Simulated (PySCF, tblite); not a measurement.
# C₅H₇FNO radical: geometry, infrared bands and EPR parameters

Aim: predict the infrared bands and EPR parameters of C₅H₇FNO radical (`CNC1=CO[C@@H](F)[CH]1`).

The runs use tblite 0.8.0 and PySCF 2.14.0, with density-fitted response routines of our own; the level of theory stands in each step. All values are computed, except where a source is named. Atoms count from 0, in the outputs and in this text.

### Step 1. The starting structure

15 atoms, charge 0, multiplicity 2; geometry from: force field or distance geometry start.

Bonds of the start (Å): C0–N1 1.43, N1–C2 1.37, C2–C3 1.34, C3–O4 1.39, O4–C5 1.44, C5–F6 1.36, C5–C7 1.47, C7–C2 1.41, C0–H8 1.10, C0–H9 1.09, C0–H10 1.10, N1–H11 1.02, C3–H12 1.07, C5–H13 1.10, C7–H14 1.07.

### Step 2. Optimising the geometry with GFN2-xTB

Job settings and geometry (Å):

```
{"job": {"kind": "relax", "xc": "GFN2-xTB", "basis": "xTB"}, "charge": 0, "multiplicity": 2}
C     -2.378300     0.456000    -0.204000
N     -1.289400    -0.438500     0.017500
C      0.041800    -0.116500     0.060400
C      0.659200     1.055000    -0.119300
O      2.039000     1.029700     0.000100
C      2.333200    -0.353000     0.269800
F      2.967300    -0.397800     1.471800
C      1.050300    -1.075300     0.317000
H     -2.415400     1.234100     0.566700
H     -2.308300     0.930600    -1.182400
H     -3.334600    -0.094000    -0.171500
H     -1.520800    -1.417900     0.207900
H      0.232900     2.017300    -0.306300
H      3.016400    -0.744300    -0.498400
H      0.902300    -2.077400     0.663900
```

Launch:

```sh
OMP_NUM_THREADS=1 python probes_run.py task.json out
```

The driver reads the jobs from task.json and runs them one after another.

Standard output:

```text
step      E/eV     max force
  0    -705.37397    2.991
  1    -705.49829    1.610
  2    -705.53612    0.514
  3    -705.55225    0.387
  4    -705.56542    0.357
  5    -705.57381    0.193
  6    -705.57644    0.119
  7    -705.57933    0.180
  8    -705.58191    0.175
  9    -705.58470    0.186
 10    -705.58762    0.184
 11    -705.59137    0.225
 12    -705.59569    0.238
 13    -705.59956    0.149
 14    -705.60240    0.130
 15    -705.60512    0.166
 16    -705.60855    0.259
 17    -705.61246    0.266
 18    -705.61585    0.165
 19    -705.61850    0.123
 20    -705.62101    0.157
 21    -705.62386    0.220
 22    -705.62660    0.188
 23    -705.62898    0.125
 24    -705.63094    0.138
 25    -705.63310    0.208
 26    -705.63546    0.216
 27    -705.63805    0.108
 28    -705.63913    0.085
 29    -705.63990    0.072
 30    -705.64038    0.067
 31    -705.64069    0.032
 32    -705.64085    0.032
 33    -705.64100    0.034
 34    -705.64123    0.043
 35    -705.64160    0.067
 36    -705.64205    0.065
 37    -705.64250    0.053
 38    -705.64293    0.059
 39    -705.64343    0.073
 40    -705.64406    0.072
 41    -705.64477    0.072
 42    -705.64542    0.052
 43    -705.64592    0.058
 44    -705.64632    0.053
 45    -705.64668    0.046
 46    -705.64699    0.045
 47    -705.64729    0.047
 48    -705.64762    0.057
 49    -705.64800    0.058
 50    -705.64837    0.045
 51    -705.64867    0.041
 52    -705.64891    0.039
 53    -705.64913    0.032
 54    -705.64933    0.029
 55    -705.64950    0.022
 56    -705.64961    0.023
 57    -705.64967    0.016
 58    -705.64971    0.016
 59    -705.64974    0.013
 60    -705.64978    0.016
 61    -705.64983    0.018
 62    -705.64987    0.016
 63    -705.64990    0.014
 64    -705.64993    0.011
 65    -705.64995    0.012
 66    -705.64997    0.011
 67    -705.64999    0.010
 68    -705.65000    0.007
```

It took 0.35 s on 1 thread of AMD EPYC 9B14, shared host.

Relaxation path: (not every step is listed)

| step | energy from step 0 (eV) | largest force (eV/Å) |
| --- | --- | --- |
| 0 | 0.0000 | 2.9906 |
| 1 | -0.1243 | 1.6098 |
| 2 | -0.1621 | 0.5136 |
| 3 | -0.1783 | 0.3868 |
| 4 | -0.1915 | 0.3575 |
| 5 | -0.1998 | 0.1926 |
| 6 | -0.2025 | 0.1189 |
| 7 | -0.2054 | 0.1796 |
| 8 | -0.2079 | 0.1752 |
| 13 | -0.2256 | 0.1489 |
| 18 | -0.2419 | 0.1652 |
| 23 | -0.2550 | 0.1253 |
| 28 | -0.2652 | 0.0847 |
| 33 | -0.2670 | 0.0344 |
| 38 | -0.2690 | 0.0592 |
| 43 | -0.2720 | 0.0577 |
| 48 | -0.2736 | 0.0568 |
| 53 | -0.2752 | 0.0323 |
| 58 | -0.2757 | 0.0156 |
| 63 | -0.2759 | 0.0142 |
| 64 | -0.2760 | 0.0110 |
| 65 | -0.2760 | 0.0120 |
| 66 | -0.2760 | 0.0109 |
| 67 | -0.2760 | 0.0103 |
| 68 | -0.2760 | 0.0071 |

Distances of close pairs at the start and the end, largest changes first:

| bond | before (Å) | after (Å) | change (Å) |
| --- | --- | --- | --- |
| C2–C3 | 1.336 | 1.395 | +0.059 |
| O4–C5 | 1.439 | 1.393 | -0.046 |
| C5–F6 | 1.360 | 1.403 | +0.043 |
| C2–C7 | 1.415 | 1.387 | -0.028 |
| C3–O4 | 1.385 | 1.367 | -0.019 |
| C0–N1 | 1.426 | 1.444 | +0.018 |
| C0–H10 | 1.104 | 1.088 | -0.016 |
| N1–H11 | 1.024 | 1.009 | -0.015 |

The next job starts from the end point, and lists it.

### Step 3. Vibrational analysis with GFN2-xTB

Job settings and geometry (Å):

```
{"job": {"kind": "ir", "xc": "GFN2-xTB", "basis": "xTB"}, "charge": 0, "multiplicity": 2}
C     -2.319156     0.487517    -0.145884
N     -1.324398    -0.559319    -0.139003
C      0.003031    -0.236456    -0.007991
C      0.581433     1.011379    -0.240681
O      1.941937     0.968021    -0.118315
C      2.291458    -0.318385     0.287365
F      2.855757    -0.227425     1.568704
C      1.038578    -1.109126     0.291258
H     -2.331309     1.075318     0.780236
H     -2.124440     1.159769    -0.981036
H     -3.298511     0.035536    -0.287659
H     -1.589677    -1.390282     0.369106
H      0.162348     1.959485    -0.504908
H      3.116629    -0.704237    -0.332111
H      0.991906    -2.143806     0.554110
```

Standard output:

```text
mode    cm-1     km/mol
  1      83.7      2.66
  2     132.2      0.99
  3     159.9      0.61
  4     211.2      0.27
  5     275.0      5.75
  6     373.1     13.14
  7     440.4     22.74
  8     485.5     10.91
  9     535.7     47.05
 10     559.5     42.78
 11     580.5     72.03
 12     593.6      8.46
 13     668.7     38.30
 14     775.9     42.99
 15     866.7    187.90
 16     947.4     21.69
 17     978.8     18.16
 18    1039.2     41.81
 19    1082.5     21.64
 20    1101.6     26.31
 21    1121.1     18.92
 22    1140.2      3.86
 23    1172.4      6.53
 24    1215.7      6.03
 25    1262.1     24.26
 26    1281.4    165.93
 27    1337.6      8.48
 28    1401.4     26.00
 29    1420.3      7.97
 30    1477.7      6.83
 31    1491.8      7.82
 32    1590.9    221.68
 33    2846.4     37.62
 34    2907.9     63.49
 35    3012.5     21.46
 36    3034.8     25.34
 37    3185.3      3.91
 38    3201.7      6.76
 39    3437.9      1.22
```

Run time: 0.41 s. Hardware: 1 thread of AMD EPYC 9B14, shared host.

Which atoms move in the most intense modes:

| cm⁻¹ | km/mol | atoms |
| --- | --- | --- |
| 536 | 47.0 | H14 42 %, H12 37 %, C2 12 % |
| 560 | 42.8 | H12 24 %, H11 20 %, C3 17 % |
| 580 | 72.0 | C2 46 %, N1 17 %, H11 11 % |
| 776 | 43.0 | C5 34 %, O4 32 %, C7 18 % |
| 867 | 187.9 | C5 64 %, F6 22 % |
| 1281 | 165.9 | H13 22 %, C5 17 %, C3 16 %, O4 15 % |
| 1591 | 221.7 | C2 59 %, N1 13 %, C7 12 %, C3 11 % |
| 2908 | 63.5 | H8 92 % |

### Step 4. EPR parameters: B3LYP/pcH-1

Same as in step 3 but for these lines:

```diff
@@ -1,2 +1,2 @@
-{"job": {"kind": "ir", "xc": "GFN2-xTB", "basis": "xTB"}, "charge": 0, "multiplicity": 2}
+{"job": {"kind": "epr", "basis": "pcH-1"}, "charge": 0, "multiplicity": 2}
 C     -2.319156     0.487517    -0.145884
```

Level: UKS B3LYP, pcH-1 on C F H N O, non-relativistic, mean-field spin-orbit, GIAO.

Standard output:

```text
UKS, coarse grid
  cycle   1  E = -424.40748859  |g| = 5.51e-01
  cycle   2  E = -424.29331298  |g| = 8.30e-01
  cycle   3  E = -424.51285332  |g| = 8.23e-02
  cycle   4  E = -424.51517816  |g| = 3.97e-02
  cycle   5  E = -424.51591824  |g| = 1.39e-02
  cycle   6  E = -424.51600883  |g| = 6.12e-03
  cycle   7  E = -424.51603852  |g| = 2.62e-03
  cycle   8  E = -424.51604554  |g| = 1.52e-03
  cycle   9  E = -424.51604665  |g| = 5.85e-04
UKS, final grid
  cycle   1  E = -424.51596838  |g| = 9.37e-04
  cycle   2  E = -424.51596730  |g| = 1.80e-03
  cycle   3  E = -424.51596884  |g| = 9.57e-05
  cycle   4  E = -424.51596885  |g| = 5.84e-05
  cycle   5  E = -424.51596885  |g| = 3.42e-05
  cycle   6  E = -424.51596885  |g| = 7.87e-06
E = -424.51596885 Eh   <S^2> = 0.7692 (exact 0.7500)
g shifts (ppm)      1          2          3
  rmc          -181       -181       -181
  gc             11         44         61
  oz_so        -519        935       1276
  total        -689        797       1157
hyperfine (MHz)  atom isotope    a_iso     a_fc   dipolar eigenvalues
    0   13C      -0.74      -0.74     -0.75      0.02      0.73
    1   14N      -2.05      -2.05     -2.65      1.14      1.51
    2   13C     -38.28     -38.28    -18.34      8.57      9.76
    3   13C      56.82      56.82    -55.13    -53.34    108.47
    4   17O     -12.90     -12.90    -36.47     16.96     19.51
    5   13C      -7.10      -7.10     -2.14     -0.30      2.45
    6   19F     318.33     318.33    -82.18    -81.88    164.06
    7   13C      41.30      41.30    -40.25    -38.20     78.46
    8    1H      -3.95      -3.95     -1.70     -1.57      3.27
    9    1H      -1.67      -1.67     -2.33     -1.72      4.05
   10    1H       0.09       0.09     -0.77     -0.66      1.42
   11    1H      -2.78      -2.78     -2.52     -1.44      3.96
   12    1H     -46.71     -46.71    -26.56     -0.54     27.10
   13    1H      54.79      54.79     -2.44     -1.44      3.89
   14    1H     -33.20     -33.20    -20.01     -0.57     20.58
```

Wall time 47 s (1 thread of AMD EPYC 9B14, shared host); peak memory 0.97 GiB.

Principal g values 2.00163, 2.00312, 2.00348; g(iso) = 2.00274, against 2.00232 for a free electron.

Hyperfine couplings; where a row names several nuclei, a(iso) is their mean (it holds for fast rotation or exchange) and the dipolar term the largest among them:

| nuclei | isotope | a(iso) (MHz) | a(iso) (G, at g = 2.0023) | largest dipolar term (MHz) |
| --- | --- | --- | --- | --- |
| F6 | 19F | 318.3 | 113.6 | 164.1 |
| C3 | 13C | 56.8 | 20.3 | 108.5 |
| H13 | 1H | 54.8 | 19.6 | 3.9 |
| H12 | 1H | -46.7 | -16.7 | 27.1 |
| C7 | 13C | 41.3 | 14.7 | 78.5 |
| C2 | 13C | -38.3 | -13.7 | -18.3 |
| H14 | 1H | -33.2 | -11.8 | 20.6 |
| O4 | 17O | -12.9 | -4.6 | -36.5 |
| C5 | 13C | -7.1 | -2.5 | 2.4 |
| H11 | 1H | -2.8 | -1.0 | 4.0 |
| N1 | 14N | -2.0 | -0.7 | -2.6 |
| H8, H9, H10 | 1H | -1.8 | -0.7 | 4.0 |
| C0 | 13C | -0.7 | -0.3 | -0.8 |

Mulliken spin populations:

C0 0.00; N1 -0.01; C2 -0.17; C3 0.62; O4 0.06; C5 -0.01; F6 0.03; C7 0.50; H8 0.00; H9 0.00; H10 0.00; H11 0.00; H12 -0.03; H13 0.02; H14 -0.02

In first order the couplings over 0.8 MHz of 19F, 1H, 14N give 384 distinct lines over 166.1 G, if the averaged nuclei exchange fast.

The fields below are evaluated on a grid from the run's orbitals.

ELF in a plane through or near 11 of the atoms.

Values, 10 rows by 14 columns:
```
0.00 0.00 0.00 0.00 0.00 0.00 0.00 0.00 0.00 0.00 0.00 0.00 0.00 0.00
0.00 0.00 0.00 0.00 0.00 0.00 0.00 0.07 0.01 0.00 0.00 0.00 0.00 0.00
0.00 0.00 0.00 0.00 0.32 0.26 0.09 0.99 0.73 0.00 0.00 0.00 0.00 0.00
0.00 0.00 0.00 0.03 0.81 0.59 0.46 0.99 0.34 0.42 0.65 0.03 0.00 0.00
0.00 0.00 0.02 0.31 0.51 0.59 0.54 0.82 0.03 0.75 0.70 0.14 0.02 0.00
0.00 0.00 0.02 0.52 0.21 0.83 0.72 0.30 0.63 0.74 0.83 0.99 0.56 0.00
0.00 0.00 0.00 0.02 0.16 0.56 0.53 0.15 0.86 0.46 0.49 0.99 0.26 0.00
0.00 0.00 0.00 0.00 0.61 1.00 0.85 0.02 0.96 0.77 0.00 0.04 0.00 0.00
0.00 0.00 0.00 0.00 0.08 0.72 0.23 0.00 0.05 0.01 0.00 0.00 0.00 0.00
0.00 0.00 0.00 0.00 0.00 0.00 0.00 0.00 0.00 0.00 0.00 0.00 0.00 0.00
```
The map spans 11.7 Å across and 9.3 Å up, centred on the molecule. Atoms in the plane (x, y in Å): C0 (2.4, 0.1), N1 (1.2, -0.7), C2 (0.0, -0.2), C3 (-0.4, 1.1), O4 (-1.7, 1.3), C5 (-2.3, 0.1), C7 (-1.2, -0.9), H10 (3.3, -0.5), H11 (1.3, -1.7), H12 (0.2, 2.0), H14 (-1.4, -2.0).

On the surface of density 0.002 e/bohr³ the electrostatic potential runs, from the 1st to the 99th percentile, from -1.43 V near F6 to 1.86 V near H11.

The spin density lies nearest to C3 36 %; C7 28 %; O4 8 %; C2 7 % (beta excess).

### Step 5. Summary of results

| quantity | value |
| --- | --- |
| strongest single infrared mode (GFN2-xTB) | 1591 cm⁻¹, 222 km/mol |
| zero-point energy (GFN2-xTB) | 70.7 kcal/mol |
| g(iso) (B3LYP) | 2.00274 |
| ⟨S²⟩ | 0.769 (exact 0.75) |
| largest a(iso) (averaged by class) | 19F on F6, 318.3 MHz |
| surface potential, 1st and 99th percentile | -1.43 V and 1.86 V |

**Reading.** Relaxing lowered the energy by 0.276 eV in 68 steps; the close pair that moved most is C2–C3, from 1.336 to 1.395 Å. No mode is imaginary among the 39: a minimum at this level. The strongest single mode, at 1591 cm⁻¹, moves mainly C2. GFN2-xTB is a fitted tight-binding method: band positions and strengths are rough. Its intensities can rank the bands wrongly. The largest spin populations lie on C3 (0.62 e), C7 (0.50 e). The isotropic g lies 0.4 ppt above the free-electron value.
